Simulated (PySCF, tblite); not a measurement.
**C4H10OS2Si2: geometry, infrared bands and NMR shifts**

Aim: predict the infrared bands and NMR shifts of C4H10OS2Si2 (`[SiH3]S/C=C\[Si@@H]1OCCS1`).

Computed with tblite 0.8.0 and PySCF 2.14.0, with density-fitted response routines of our own, on a single molecule in the gas phase. Atoms are numbered from 0 throughout.

## (1) The molecule as given

19 atoms, charge 0, multiplicity 1; geometry from: force field or distance geometry start.

Bonds of the start (Å): Si0–S1 2.16, S1–C2 1.71, C2–C3 1.35, C3–Si4 1.83, Si4–O5 1.69, O5–C6 1.43, C6–C7 1.54, C7–S8 1.82, S8–Si4 2.14, Si0–H9 1.48, Si0–H10 1.49, Si0–H11 1.48, C2–H12 1.08, C3–H13 1.07, Si4–H14 1.47, C6–H15 1.11, C6–H16 1.09, C7–H17 1.09, C7–H18 1.10.

## (2) Geometry optimisation with GFN2-xTB

Job settings and geometry (Å):

```
{"job": {"kind": "relax", "xc": "GFN2-xTB", "basis": "xTB"}, "charge": 0, "multiplicity": 1}
Si     4.663900     0.202000     0.589400
S      2.647300    -0.575000     0.580800
C      1.764400     0.412800    -0.498300
C      0.430700     0.342900    -0.704400
Si    -0.834000    -0.741400     0.053700
O     -2.230100    -0.825100    -0.888400
C     -3.423100    -0.668100    -0.115500
C     -3.273900     0.491700     0.884600
S     -1.682700     0.255900     1.741500
H      5.179300     0.151400    -0.792000
H      4.615100     1.616800     1.040000
H      5.502500    -0.609900     1.497200
H      2.295400     1.163900    -1.067900
H     -0.005700     1.017100    -1.417700
H     -0.399700    -2.096900     0.413800
H     -3.657300    -1.615600     0.410300
H     -4.248000    -0.465700    -0.800100
H     -3.245500     1.438200     0.348000
H     -4.108400     0.514200     1.600300
```

Launch:

```sh
> OMP_NUM_THREADS=1 python probes_run.py task.json out
```

The driver reads the jobs from task.json and runs them one after another.

**Question.** This job is followed by: GFN2-xTB harmonic vibrations, gas phase; GIAO PBE0/pcSseg-1 NMR shielding, non-relativistic, gas phase. What will the session give for the following? strongest single infrared mode (GFN2-xTB); zero-point energy (GFN2-xTB); 13C shifts against TMS (PBE0/pcSseg-1); 1H shifts against TMS (PBE0/pcSseg-1, means over atoms taken as alike); 29Si shifts against TMS (PBE0/pcSseg-1); 33S shifts against CS2 (PBE0/pcSseg-1); 17O shifts against H2O (PBE0/pcSseg-1); surface potential, 1st and 99th percentile.

As calculated:

| quantity | value |
| --- | --- |
| strongest single infrared mode (GFN2-xTB) | 760 cm⁻¹, 459 km/mol |
| zero-point energy (GFN2-xTB) | 80.2 kcal/mol |
| 13C shifts against TMS (PBE0/pcSseg-1) | 153.0, 132.6, 69.8, 36.7 ppm |
| 1H shifts against TMS (PBE0/pcSseg-1, means over atoms taken as alike) | 6.70, 6.25, 6.08, 4.66, 4.45, 3.61, 3.05, 2.70 ppm |
| 29Si shifts against TMS (PBE0/pcSseg-1) | 3.9, -52.2 ppm |
| 33S shifts against CS2 (PBE0/pcSseg-1) | -89, -146 ppm |
| 17O shifts against H2O (PBE0/pcSseg-1) | 49.2 ppm |
| surface potential, 1st and 99th percentile | -1.23 V and 1.48 V |

What this shows: The optimisation took 68 steps and gained 0.301 eV; among the close pairs (by a distance rule), Si4–O5 changed most, from 1.686 to 1.633 Å. All 51 modes are real, so the xTB geometry is a minimum. The strongest single mode, at 760 cm⁻¹, has its largest shares on H11, H9 and H10 (the list is cut at 3 atoms). Unscaled tight-binding wavenumbers are off by several per cent, some by more. Its intensities can rank the bands wrongly. At PBE0/pcSseg-1: The widest tensor belongs to S1: span 490 ppm, with a paramagnetic part of -467 ppm. By nearest atom (PBE0/pcSseg-1), the HOMO sits on S8 56 %; S1 15 % and the LUMO on C2, C3 about 26 % each; Si4 10 %.
